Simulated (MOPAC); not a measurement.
# Si at PM7: moving one setting at a time

Aim: start from a run with usual settings and see what each changed setting does to the results.

Program: MOPAC 23.2.5. Level of theory: PM7, atoms fixed, no spin polarisation. These are calculated values, not measurements.

## Step 1: The structure to begin with

The structure is cubic, space group Fd-3m (No. 227). Conventional cell: a = 5.444 Å, b = 5.444 Å, c = 5.444 Å, α = 90.00°, β = 90.00°, γ = 90.00°. Around Si (site symmetry -43m) lie 4 Si at 2.36 Å.

Structure file:

```xyz
2
Lattice="0.0000 2.7221 2.7221 2.7221 0.0000 2.7221 2.7221 2.7221 0.0000" Properties=species:S:1:pos:R:3 pbc="T T T"
Si    0.0000    0.0000    0.0000
Si    1.3611    1.3611    1.3611
```

The structure type (diamond) is imposed and need not be the compound's stable one.

## Step 2: The reference run

The gap of PM6 and PM7 is a difference of Hartree-Fock-like orbital energies, with no screening; it often comes out too large, and it hangs on the parameters.

Contents of run.mop:

```
PM7 1SCF GRADIENTS AUX(PRECISION=6) THREADS=1
crystal as a cluster of 2x2x2 conventional cells

Si 5.444238 1 0.000000 1 0.000000 1
Si 6.805297 1 1.361059 1 1.361059 1
Si 8.166357 1 2.722119 1 0.000000 1
Si 9.527416 1 4.083178 1 1.361059 1
Si 8.166357 1 0.000000 1 2.722119 1
Si 9.527416 1 1.361059 1 4.083178 1
Si 0.000000 1 0.000000 1 0.000000 1
Si 1.361059 1 1.361059 1 1.361059 1
Si 2.722119 1 2.722119 1 0.000000 1
Si 4.083178 1 4.083178 1 1.361059 1
Si 5.444238 1 5.444238 1 0.000000 1
Si 6.805297 1 6.805297 1 1.361059 1
Si 8.166357 1 8.166357 1 0.000000 1
Si 9.527416 1 9.527416 1 1.361059 1
Si 2.722119 1 0.000000 1 2.722119 1
Si 4.083178 1 1.361059 1 4.083178 1
Si 5.444238 1 2.722119 1 2.722119 1
Si 6.805297 1 4.083178 1 4.083178 1
Si 8.166357 1 5.444238 1 2.722119 1
Si 9.527416 1 6.805297 1 4.083178 1
Si 5.444238 1 0.000000 1 5.444238 1
Si 6.805297 1 1.361059 1 6.805297 1
Si 8.166357 1 2.722119 1 5.444238 1
Si 9.527416 1 4.083178 1 6.805297 1
Si 8.166357 1 0.000000 1 8.166357 1
Si 9.527416 1 1.361059 1 9.527416 1
Si 0.000000 1 5.444238 1 0.000000 1
Si 1.361059 1 6.805297 1 1.361059 1
Si 2.722119 1 8.166357 1 0.000000 1
Si 4.083178 1 9.527416 1 1.361059 1
Si 0.000000 1 2.722119 1 2.722119 1
Si 1.361059 1 4.083178 1 4.083178 1
Si 2.722119 1 5.444238 1 2.722119 1
Si 4.083178 1 6.805297 1 4.083178 1
Si 5.444238 1 8.166357 1 2.722119 1
Si 6.805297 1 9.527416 1 4.083178 1
Si 0.000000 1 0.000000 1 5.444238 1
Si 1.361059 1 1.361059 1 6.805297 1
Si 2.722119 1 2.722119 1 5.444238 1
Si 4.083178 1 4.083178 1 6.805297 1
Si 5.444238 1 5.444238 1 5.444238 1
Si 6.805297 1 6.805297 1 6.805297 1
Si 8.166357 1 8.166357 1 5.444238 1
Si 9.527416 1 9.527416 1 6.805297 1
Si 2.722119 1 0.000000 1 8.166357 1
Si 4.083178 1 1.361059 1 9.527416 1
Si 5.444238 1 2.722119 1 8.166357 1
Si 6.805297 1 4.083178 1 9.527416 1
Si 8.166357 1 5.444238 1 8.166357 1
Si 9.527416 1 6.805297 1 9.527416 1
Si 0.000000 1 8.166357 1 2.722119 1
Si 1.361059 1 9.527416 1 4.083178 1
Si 0.000000 1 5.444238 1 5.444238 1
Si 1.361059 1 6.805297 1 6.805297 1
Si 2.722119 1 8.166357 1 5.444238 1
Si 4.083178 1 9.527416 1 6.805297 1
Si 0.000000 1 2.722119 1 8.166357 1
Si 1.361059 1 4.083178 1 9.527416 1
Si 2.722119 1 5.444238 1 8.166357 1
Si 4.083178 1 6.805297 1 9.527416 1
Si 5.444238 1 8.166357 1 8.166357 1
Si 6.805297 1 9.527416 1 9.527416 1
Si 0.000000 1 8.166357 1 8.166357 1
Si 1.361059 1 9.527416 1 9.527416 1
Tv 10.888476 1 0.000000 1 0.000000 1
Tv 0.000000 1 10.888476 1 0.000000 1
Tv 0.000000 1 0.000000 1 10.888476 1
```

The run is started by

```bash
> mopac run.mop
```

Log (excerpt; [...] marks lines left out):

```text
[...]
           Empirical Formula: Si64  =    64 atoms
[...]
     SCF FIELD WAS ACHIEVED
[...]
                                                       MOPAC v23.2.5 Linux
          FINAL HEAT OF FORMATION =       -474.21964 KCAL/MOL =   -1984.13498 KJ/MOL
          H.o.F. per unit cell    =         -7.40968 KCAL, for 64 unit cells, unit cell = Si1
          GRADIENT NORM           =        466.41043          =       58.30130 PER ATOM
          IONIZATION POTENTIAL    =          9.037048 EV
          HOMO LUMO ENERGIES (EV) =         -9.037 -2.389
          NO. OF FILLED LEVELS    =        128
          MOLECULAR WEIGHT        =       1797.4720         POINT GROUP:  C3v
          VOLUME OF UNIT CELL     =       1290.926 CUBIC ANGSTROMS
          DENSITY                 =          2.312 GRAMS/CC
                              A   =         10.888 ANGSTROMS
                              B   =         10.888 ANGSTROMS
                              C   =         10.888 ANGSTROMS
[...]
                             CARTESIAN COORDINATES
   1   Si        5.444238000     0.000000000     0.000000000
   2   Si        6.805297000     1.361059000     1.361059000
   3   Si        8.166357000     2.722119000     0.000000000
   4   Si        9.527416000     4.083178000     1.361059000
   5   Si        8.166357000     0.000000000     2.722119000
   6   Si        9.527416000     1.361059000     4.083178000
   7   Si        0.000000000     0.000000000     0.000000000
   8   Si        1.361059000     1.361059000     1.361059000
   9   Si        2.722119000     2.722119000     0.000000000
  10   Si        4.083178000     4.083178000     1.361059000
  11   Si        5.444238000     5.444238000     0.000000000
  12   Si        6.805297000     6.805297000     1.361059000
  13   Si        8.166357000     8.166357000     0.000000000
[...]
              NET ATOMIC CHARGES AND DIPOLE CONTRIBUTIONS
  ATOM NO.   TYPE          CHARGE      No. of ELECS.   s-Pop       p-Pop       d-Pop
    1         Si           0.000054        3.9999     0.85350     3.02869     0.11776
    2         Si          -0.000022        4.0000     0.85343     3.02884     0.11776
    3         Si           0.000019        4.0000     0.85345     3.02877     0.11776
    4         Si          -0.000017        4.0000     0.85342     3.02884     0.11776
    5         Si           0.000019        4.0000     0.85345     3.02877     0.11776
    6         Si          -0.000017        4.0000     0.85342     3.02884     0.11776
    7         Si           0.000014        4.0000     0.85346     3.02876     0.11776
    8         Si           0.000017        4.0000     0.85346     3.02876     0.11776
    9         Si           0.000017        4.0000     0.85346     3.02877     0.11776
   10         Si          -0.000020        4.0000     0.85342     3.02884     0.11776
   11         Si           0.000020        4.0000     0.85345     3.02877     0.11776
   12         Si          -0.000020        4.0000     0.85342     3.02884     0.11776
[...]
 * JOB ENDED NORMALLY *
[...]
```

Wall time 13 s (1 thread of Arm Neoverse V1, shared host); peak memory 0.1 GiB.

Gap 6.65 eV. The 64 atoms of the cluster fold only a few k-points onto the zone centre, so gap and energy may not be converged in the cluster's size.

## Step 3: Change: method = RM1

Edit run.mop of step 2 so:

```diff
@@ -1,2 +1,2 @@
-PM7 1SCF GRADIENTS AUX(PRECISION=6) THREADS=1
+RM1 1SCF GRADIENTS AUX(PRECISION=6) THREADS=1
 crystal as a cluster of 2x2x2 conventional cells
```

The run is started by

```bash
> mopac run.mop
```

Log:

```text
[... start of the log left out ...]
    55        Si          2.7221      8.1664      5.4442
    56        Si          4.0832      9.5274      6.8053
    57        Si          0.0000      2.7221      8.1664
    58        Si          1.3611      4.0832      9.5274
    59        Si          2.7221      5.4442      8.1664
    60        Si          4.0832      6.8053      9.5274
    61        Si          5.4442      8.1664      8.1664
    62        Si          6.8053      9.5274      9.5274
    63        Si          0.0000      8.1664      8.1664
    64        Si          1.3611      9.5274      9.5274

 DATA ARE NOT AVAILABLE FOR ELEMENT NO. 14

          SOME ELEMENTS HAVE BEEN SPECIFIED FOR WHICH
          NO PARAMETERS ARE AVAILABLE.  CALCULATION STOPPED.

          Parameters for some elements are missing

           Empirical Formula: Si64  =    64 atoms

 ******************************************************************************
 *                                                                            *
 *     Error and normal termination messages reported in this calculation     *
 *                                                                            *
 * Parameters for some elements are missing                                   *
 * JOB ENDED NORMALLY                                                         *
 *                                                                            *
 ******************************************************************************

 TOTAL JOB TIME:             0.00 SECONDS

 == MOPAC DONE ==
```

Wall time 0.05 s (1 thread of Arm Neoverse V1, shared host); peak memory 0.014 GiB.

The program refused the job: «Parameters for some elements are missing».

## Step 4: Change: CUTOFP = 10

Edit run.mop of step 3 so:

```diff
@@ -1,2 +1,2 @@
-RM1 1SCF GRADIENTS AUX(PRECISION=6) THREADS=1
+PM7 1SCF CUTOFP=10 GRADIENTS AUX(PRECISION=6) THREADS=1
 crystal as a cluster of 2x2x2 conventional cells
```

The run is started by

```bash
> mopac run.mop
```

Log (excerpt; [...] marks lines left out):

```text
[...]
           Empirical Formula: Si64  =    64 atoms
[...]
     SCF FIELD WAS ACHIEVED
[...]
                                                       MOPAC v23.2.5 Linux
          FINAL HEAT OF FORMATION =       -474.19131 KCAL/MOL =   -1984.01646 KJ/MOL
          H.o.F. per unit cell    =         -7.40924 KCAL, for 64 unit cells, unit cell = Si1
          GRADIENT NORM           =        465.13503          =       58.14188 PER ATOM
          IONIZATION POTENTIAL    =          9.038548 EV
          HOMO LUMO ENERGIES (EV) =         -9.039 -2.390
          NO. OF FILLED LEVELS    =        128
          MOLECULAR WEIGHT        =       1797.4720         POINT GROUP:  C3v
          VOLUME OF UNIT CELL     =       1290.926 CUBIC ANGSTROMS
          DENSITY                 =          2.312 GRAMS/CC
                              A   =         10.888 ANGSTROMS
                              B   =         10.888 ANGSTROMS
                              C   =         10.888 ANGSTROMS
[...]
              NET ATOMIC CHARGES AND DIPOLE CONTRIBUTIONS
  ATOM NO.   TYPE          CHARGE      No. of ELECS.   s-Pop       p-Pop       d-Pop
    1         Si           0.000043        4.0000     0.85350     3.02870     0.11776
    2         Si          -0.000025        4.0000     0.85343     3.02883     0.11776
    3         Si           0.000018        4.0000     0.85346     3.02877     0.11776
    4         Si          -0.000012        4.0000     0.85342     3.02883     0.11776
    5         Si           0.000018        4.0000     0.85346     3.02877     0.11776
    6         Si          -0.000012        4.0000     0.85342     3.02883     0.11776
    7         Si           0.000006        4.0000     0.85347     3.02876     0.11776
    8         Si           0.000012        4.0000     0.85346     3.02877     0.11776
    9         Si           0.000012        4.0000     0.85346     3.02877     0.11776
   10         Si          -0.000018        4.0000     0.85342     3.02883     0.11776
   11         Si           0.000018        4.0000     0.85346     3.02877     0.11776
   12         Si          -0.000018        4.0000     0.85342     3.02883     0.11776
[...]
 * JOB ENDED NORMALLY *
[...]
```

It took 4.6 s on 1 thread of Arm Neoverse V1, shared host; peak memory 0.1 GiB.

Against the reference run the gap moves by 0.00 eV and the energy by 0.0 meV/atom.

## Step 5: Change: method = MNDO

Edit run.mop of step 4 so:

```diff
@@ -1,2 +1,2 @@
-PM7 1SCF CUTOFP=10 GRADIENTS AUX(PRECISION=6) THREADS=1
+MNDO 1SCF GRADIENTS AUX(PRECISION=6) THREADS=1
 crystal as a cluster of 2x2x2 conventional cells
```

The run is started by

```bash
> mopac run.mop
```

Log (excerpt; [...] marks lines left out):

```text
[...]
           Empirical Formula: Si64  =    64 atoms
[...]
     SCF FIELD WAS ACHIEVED
[...]
                                                       MOPAC v23.2.5 Linux
          FINAL HEAT OF FORMATION =       1525.50404 KCAL/MOL =    6382.70889 KJ/MOL
          H.o.F. per unit cell    =         23.83600 KCAL, for 64 unit cells, unit cell = Si1
          GRADIENT NORM           =        776.30960          =       97.03870 PER ATOM
          IONIZATION POTENTIAL    =          7.450427 EV
          HOMO LUMO ENERGIES (EV) =         -7.450 -0.909
          NO. OF FILLED LEVELS    =        128
          MOLECULAR WEIGHT        =       1797.4720         POINT GROUP:  C3v
          VOLUME OF UNIT CELL     =       1290.926 CUBIC ANGSTROMS
          DENSITY                 =          2.312 GRAMS/CC
                              A   =         10.888 ANGSTROMS
                              B   =         10.888 ANGSTROMS
                              C   =         10.888 ANGSTROMS
[...]
              NET ATOMIC CHARGES AND DIPOLE CONTRIBUTIONS
  ATOM NO.   TYPE          CHARGE      No. of ELECS.   s-Pop       p-Pop
    1         Si           0.000324        3.9997     1.18633     2.81335
    2         Si          -0.000377        4.0004     1.18631     2.81407
    3         Si           0.000217        3.9998     1.18631     2.81347
    4         Si          -0.000072        4.0001     1.18630     2.81377
    5         Si           0.000221        3.9998     1.18631     2.81347
    6         Si          -0.000056        4.0001     1.18630     2.81376
    7         Si          -0.000100        4.0001     1.18632     2.81377
    8         Si           0.000041        4.0000     1.18632     2.81364
    9         Si           0.000062        3.9999     1.18632     2.81362
   10         Si          -0.000225        4.0002     1.18631     2.81392
   11         Si           0.000238        3.9998     1.18631     2.81345
   12         Si          -0.000246        4.0002     1.18631     2.81394
[...]
 * JOB ENDED NORMALLY *
[...]
```

It took 2 s on 1 thread of Arm Neoverse V1, shared host; peak memory 0.023 GiB.

Totals of another method or basis aren't compared here. The energy is far off (a heat of formation of +24 kcal/mol an atom): the parameters don't suit this compound.

## Step 6: Change: method = PM6-ORG

Edit run.mop of step 5 so:

```diff
@@ -1,2 +1,2 @@
-MNDO 1SCF GRADIENTS AUX(PRECISION=6) THREADS=1
+PM6-ORG 1SCF GRADIENTS AUX(PRECISION=6) THREADS=1
 crystal as a cluster of 2x2x2 conventional cells
```

The run is started by

```bash
> mopac run.mop
```

Log:

```text
[... start of the log left out ...]
    52        Si          1.3611      9.5274      4.0832
    53        Si          0.0000      5.4442      5.4442
    54        Si          1.3611      6.8053      6.8053
    55        Si          2.7221      8.1664      5.4442
    56        Si          4.0832      9.5274      6.8053
    57        Si          0.0000      2.7221      8.1664
    58        Si          1.3611      4.0832      9.5274
    59        Si          2.7221      5.4442      8.1664
    60        Si          4.0832      6.8053      9.5274
    61        Si          5.4442      8.1664      8.1664
    62        Si          6.8053      9.5274      9.5274
    63        Si          0.0000      8.1664      8.1664
    64        Si          1.3611      9.5274      9.5274

          DATA ARE NOT AVAILABLE FOR ELEMENT NO. 14

          Parameters for some elements are missing

           Empirical Formula: Si64  =    64 atoms

 ******************************************************************************
 *                                                                            *
 *     Error and normal termination messages reported in this calculation     *
 *                                                                            *
 * Parameters for some elements are missing                                   *
 * JOB ENDED NORMALLY                                                         *
 *                                                                            *
 ******************************************************************************

 TOTAL JOB TIME:             0.00 SECONDS

 == MOPAC DONE ==
```

Wall time 0.05 s (1 thread of Arm Neoverse V1, shared host); peak memory 0.014 GiB.

The program refused the job: «Parameters for some elements are missing».

## Step 7: Change: ITRY = 3

Edit run.mop of step 6 so:

```diff
@@ -1,2 +1,2 @@
-PM6-ORG 1SCF GRADIENTS AUX(PRECISION=6) THREADS=1
+PM7 1SCF ITRY=3 GRADIENTS AUX(PRECISION=6) THREADS=1
 crystal as a cluster of 2x2x2 conventional cells
```

The run is started by

```bash
> mopac run.mop
```

Log:

```text
[... start of the log left out ...]
    54      Si          1.36105900  *   6.80529700  *   6.80529700  *
    55      Si          2.72211900  *   8.16635700  *   5.44423800  *
    56      Si          4.08317800  *   9.52741600  *   6.80529700  *
    57      Si          0.00000000  *   2.72211900  *   8.16635700  *
    58      Si          1.36105900  *   4.08317800  *   9.52741600  *
    59      Si          2.72211900  *   5.44423800  *   8.16635700  *
    60      Si          4.08317800  *   6.80529700  *   9.52741600  *
    61      Si          5.44423800  *   8.16635700  *   8.16635700  *
    62      Si          6.80529700  *   9.52741600  *   9.52741600  *
    63      Si          0.00000000  *   8.16635700  *   8.16635700  *
    64      Si          1.36105900  *   9.52741600  *   9.52741600  *
    65      Tv         10.88847600  *   0.00000000  *   0.00000000  *
    66      Tv          0.00000000  *  10.88847600  *   0.00000000  *
    67      Tv          0.00000000  *   0.00000000  *  10.88847600  *

          THE SCF CALCULATION FAILED.

          UNABLE TO ACHIEVE SELF-CONSISTENCE

 ******************************************************************************
 *                                                                            *
 *     Error and normal termination messages reported in this calculation     *
 *                                                                            *
 * THE SCF CALCULATION FAILED.                                                *
 * UNABLE TO ACHIEVE SELF-CONSISTENCE                                         *
 * JOB ENDED NORMALLY                                                         *
 *                                                                            *
 ******************************************************************************

 TOTAL JOB TIME:             2.52 SECONDS

 == MOPAC DONE ==
```

Run time: 2.7 s. Hardware: 1 thread of Arm Neoverse V1, shared host; peak memory 0.1 GiB.

The run did not converge: «UNABLE TO ACHIEVE SELF-CONSISTENCE».

## Step 8: Change: cluster = 1x1x1

Contents of run.mop:

```
PM7 1SCF GRADIENTS AUX(PRECISION=6) THREADS=1
crystal as a cluster of 1x1x1 conventional cells

Si 0.000000 1 0.000000 1 0.000000 1
Si 1.361059 1 1.361059 1 1.361059 1
Si 2.722119 1 2.722119 1 0.000000 1
Si 4.083178 1 4.083178 1 1.361059 1
Si 2.722119 1 0.000000 1 2.722119 1
Si 4.083178 1 1.361059 1 4.083178 1
Si 0.000000 1 2.722119 1 2.722119 1
Si 1.361059 1 4.083178 1 4.083178 1
Tv 5.444238 1 0.000000 1 0.000000 1
Tv 0.000000 1 5.444238 1 0.000000 1
Tv 0.000000 1 0.000000 1 5.444238 1
```

The run is started by

```bash
> mopac run.mop
```

Log:

```text
[... start of the log left out ...]

     1        Si          0.0000      0.0000      0.0000
     2        Si          1.3611      1.3611      1.3611
     3        Si          2.7221      2.7221      0.0000
     4        Si          4.0832      4.0832      1.3611
     5        Si          2.7221      0.0000      2.7221
     6        Si          4.0832      1.3611      4.0832
     7        Si          0.0000      2.7221      2.7221
     8        Si          1.3611      4.0832      4.0832

 General Reference for PM7:
 "Optimization of Parameters for Semiempirical Methods VI: More Modifications to the
 NDDO Approximations and Re-optimization of Parameters", J. J. P. Stewart, J. Mol. Mod., 1:32, 19 (2013)

           Empirical Formula: Si8  =     8 atoms

          Excessive size of lattice vector summation
          To avoid this problem, pack atoms more tightly in the central unit cell (try MAKPOL)
          To over-ride this safety check, add keyword 'GEO-OK'

 ******************************************************************************
 *                                                                            *
 *     Error and normal termination messages reported in this calculation     *
 *                                                                            *
 * Excessive size of lattice vector summation                                 *
 * JOB ENDED NORMALLY                                                         *
 *                                                                            *
 ******************************************************************************

 TOTAL JOB TIME:             0.01 SECONDS

 == MOPAC DONE ==
```

It took 0.05 s on 1 thread of Arm Neoverse V1, shared host; peak memory 0.014 GiB.

The program refused the job: «Excessive size of lattice vector summation».

## Step 9: Results

| change | ends | gap (eV) | energy (meV/atom) | pressure (GPa) | time |
| --- | --- | --- | --- | --- | --- |
| none | converged | 6.65 | 0 | – | 13 s |
| method = RM1 | refused | – | – | – | 0.05 s |
| CUTOFP = 10 | converged | 0.00 | 0.0 | – | 4.6 s |
| method = MNDO | converged | -0.11 | – | – | 2 s |
| method = PM6-ORG | refused | – | – | – | 0.05 s |
| ITRY = 3 | not converged | – | – | – | 2.7 s |
| cluster = 1x1x1 | refused | – | – | – | 0.05 s |

The first row holds values, the others changes from it. Keys are the program's: temperature in eV (tblite) or K (CP2K), cutoffs in Ry, CUTOFP in Å. The numerical settings tried leave the energy within 0.5 meV/atom. 4 of the 6 changes gave no result. The changed runs test settings; they are no properties of the crystal.
